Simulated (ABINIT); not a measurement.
BiTe:

```
Bi Te
1.0
     0.00000    3.23500    3.23500
     3.23500    0.00000    3.23500
     3.23500    3.23500    0.00000
Bi Te
1 1
Direct
  0.00000 0.00000 0.00000
  0.50000 0.50000 0.50000
```

Base run:

| Item | Value |
| --- | --- |
| Program | ABINIT 10.8.3 (patched build) |
| Functional | WC |
| Potentials or basis | JTH PAW PBE v2.0 |
| Cutoff | 707 eV |
| k mesh | 7 × 7 × 7 |
| Occupations | fermi-dirac, width 0.05 eV |
| Spin | no spin polarisation |

Its results: band gap on the k mesh none (metal or under the smearing width); pressure -1.7 GPa.

The run is repeated on the same cell with these changes: functional from WC to r2SCAN. What comes out?

Band gap on the k mesh none (metal or under the smearing width); pressure -0.2 GPa.

Caveats: the PAW data sets were made with another functional, which shifts forces and pressure a little; spin-orbit coupling is left out, which moves the levels of the heavy elements.
